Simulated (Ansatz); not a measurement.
Task: a calculation of the dielectric tensor and Born charges of CsSrF3, space group Pm-3m, with Ansatz 0.2.0 through its Python package. Give the script and its output. Use: PBEsol, PAW, cutoff 530 eV, 3×3×3 k-points, fixed occupations.

```yaml
crystal:
  lattice:
    - [4.76325, 0.00000, 0.00000]
    - [0.00000, 4.76325, 0.00000]
    - [0.00000, 0.00000, 4.76325]
  atoms:
    - { symbol: Cs, position: [0.00000, 0.00000, 0.00000] }
    - { symbol: Sr, position: [0.50000, 0.50000, 0.50000] }
    - { symbol: F, position: [0.00000, 0.50000, 0.50000] }
    - { symbol: F, position: [0.50000, 0.00000, 0.50000] }
    - { symbol: F, position: [0.50000, 0.50000, 0.00000] }
```

The script, `eps_cssrf3.py`:
```python
import ansatz
import numpy as np

cell = (
    ansatz.Lattice.of((4.763247, 0.0, 0.0), (0.0, 4.763247, 0.0), (0.0, 0.0, 4.763247))
    .atom('Cs', (0.0, 0.0, 0.0))
    .atom('Sr', (0.5, 0.5, 0.5))
    .atom('F', (0.0, 0.5, 0.5))
    .atom('F', (0.5, 0.0, 0.5))
    .atom('F', (0.5, 0.5, 0.0))
)

setup = (
    cell.calculation()
    .functional(ansatz.Functional.PBESOL)
    .pseudopotentials('paw')
    .basis(530, xc_grid=1)
    .kpoints(3, 3, 3)
    .scf(extra_bands=2)
    .occupations('fixed')
    .dielectric()
)
out = setup.run(threads=1, pin='off')
response = out.dielectric
eps = np.asarray(response.eps_inf)

values = np.linalg.eigvalsh(eps)
print('principal values of eps_inf:', np.round(values, 3))
print('refractive indices:', np.round(np.sqrt(values), 3))
for index, (site, z) in enumerate(zip(out.lattice.sites, response.zstar_e)):
    print('Born charge tensor of', site.symbol, index)
    print(np.round(z, 3) + 0.0)
print(f'charge neutrality missed by {response.zstar_sum_residual_pre_e:.4f} e before the sum rule')
```

`python eps_cssrf3.py` gives:
```text
principal values of eps_inf: [2.271 2.271 2.271]
refractive indices: [1.507 1.507 1.507]
Born charge tensor of Cs 0
[[1.297 0.    0.   ]
 [0.    1.297 0.   ]
 [0.    0.    1.297]]
Born charge tensor of Sr 1
[[2.45 0.   0.  ]
 [0.   2.45 0.  ]
 [0.   0.   2.45]]
Born charge tensor of F 2
[[-1.698  0.     0.   ]
 [ 0.    -1.025  0.   ]
 [ 0.     0.    -1.025]]
Born charge tensor of F 3
[[-1.025  0.     0.   ]
 [ 0.    -1.698  0.   ]
 [ 0.     0.    -1.025]]
Born charge tensor of F 4
[[-1.025  0.     0.   ]
 [ 0.    -1.025  0.   ]
 [ 0.     0.    -1.698]]
charge neutrality missed by 0.0037 e before the sum rule
```

Notes:
- These settings explore the input space; cutoff and mesh may be short of convergence.
- The Fermi level of a run with fixed occupations marks the highest occupied state on its mesh, not mid-gap.
- Energy and stress may still move on a finer k-point mesh.
- The structure comes from a database of computed cells and needn't be a stable or known phase.
- This is the electronic (clamped-ion) response; a semilocal gap that is too small tends to raise it. The typed mesh is that of the SCF; the response is solved on denser meshes that the run picks.
- The whole script took 28 s on 1 thread of Arm Neoverse V1, with other jobs on the host, peak memory 0.56 GiB.
